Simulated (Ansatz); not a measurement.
# CH₆AlClN₂: small, medium and large basis sets

One table from this session's results is given with a row withheld; the runs are named, their logs left out.

Computed with Ansatz 0.2.0, Gaussian basis. Level: one geometry, several basis sets.

The runs, in order: PBE0-D4/def2-SVP; ωB97M-V/def2-SVP; PBE0-D4/def2-QZVPP; ωB97M-V/def2-QZVPP; the functionals' def2-TZVPP values are taken from earlier runs.

**The relaxed structure**

An earlier PBE0-D4 in a triple-zeta def2 set relaxation fixed the geometry.

11 atoms, charge 0, spin multiplicity 1.

Atoms are counted from 1 here; the program's logs count them from 0.

Bond lengths: N1–C2 1.536 Å, N1–Al3 1.997 Å, N1–H6 1.011 Å, N1–H7 1.011 Å, C2–Al3 1.930 Å, C2–H8 1.088 Å, C2–H9 1.087 Å, Al3–N4 1.770 Å, Al3–Cl5 2.121 Å, N4–H10 1.006 Å, N4–H11 1.006 Å. Angles: C2–N1–Al3 64.7°, C2–N1–H6 113.3°, C2–N1–H7 113.8°, Al3–N1–H6 120.8°, Al3–N1–H7 125.9°, H6–N1–H7 109.2°, N1–C2–Al3 69.3°, N1–C2–H8 110.0°, N1–C2–H9 110.9°, Al3–C2–H8 122.4°, Al3–C2–H9 124.5°, H8–C2–H9 109.8°, N1–Al3–C2 46.0°, N1–Al3–N4 119.7°, N1–Al3–Cl5 106.3°, C2–Al3–N4 123.4°, C2–Al3–Cl5 118.6°, N4–Al3–Cl5 117.7° and more.

Geometry (Å):

```xyz
11
CH6AlClN2
N    -1.0048    0.4536    0.7542
C    -1.2071   -0.4010   -0.5059
Al    0.5840    0.3141   -0.4478
N     1.9924   -0.6264    0.0663
Cl    0.9248    2.2624   -1.2138
H    -1.5741    1.2890    0.7657
H    -1.1412   -0.0532    1.6179
H    -1.4337   -1.4276   -0.2262
H    -2.0095   -0.0009   -1.1201
H     2.0242   -1.6296    0.1287
H     2.9104   -0.2373    0.2015
```

Set-up of the first run:

in.yaml reads:

```yaml
crystal:
  periodic: [false, false, false]
  atoms:
    - {symbol: N, position_ang: [-1.004760, 0.453639, 0.754164]}
    - {symbol: C, position_ang: [-1.207133, -0.400988, -0.505922]}
    - {symbol: Al, position_ang: [0.584040, 0.314071, -0.447757]}
    - {symbol: N, position_ang: [1.992371, -0.626385, 0.066303]}
    - {symbol: Cl, position_ang: [0.924839, 2.262439, -1.213765]}
    - {symbol: H, position_ang: [-1.574133, 1.289031, 0.765678]}
    - {symbol: H, position_ang: [-1.141225, -0.053246, 1.617869]}
    - {symbol: H, position_ang: [-1.433690, -1.427619, -0.226193]}
    - {symbol: H, position_ang: [-2.009472, -0.000856, -1.120087]}
    - {symbol: H, position_ang: [2.024198, -1.629641, 0.128687]}
    - {symbol: H, position_ang: [2.910363, -0.237345, 0.201520]}
basis:
  gaussian: {orbitals: def2-SVP}
hamiltonian: {xc: pbe0, dispersion: d4}
output: {orbitals: {seedname: orbitals}}
```

Launch:

```sh
$ ansatz run in.yaml --threads 4 --pin off --events-out ev --progress --plain --max-ram 10444MiB
```

Among the steps run: PBE0-D4 in def2-SVP; ωB97M-V in def2-SVP; PBE0-D4 in def2-QZVPP; ωB97M-V in def2-QZVPP.

One of the session's tables, all rows but one given; the rest of the session is left out.

It belongs to the step «Density functionals: the series». 

| functional | basis | HOMO (eV) | LUMO (eV) |
| --- | --- | --- | --- |
| PBE0-D4 | def2-SVP | ? | ? |
| PBE0-D4 | def2-TZVPP | -6.71 | 0.34 |
| PBE0-D4 | def2-QZVPP | -6.77 | -0.05 |
| ωB97M-V | def2-SVP | -8.82 | 2.44 |
| ωB97M-V | def2-TZVPP | -9.04 | 1.77 |
| ωB97M-V | def2-QZVPP | -9.09 | 1.10 |

Estimate the missing values for PBE0-D4, def2-SVP.

The run gave: HOMO (eV): -6.49; LUMO (eV): 0.87. In the column «HOMO (eV)» it is the highest.
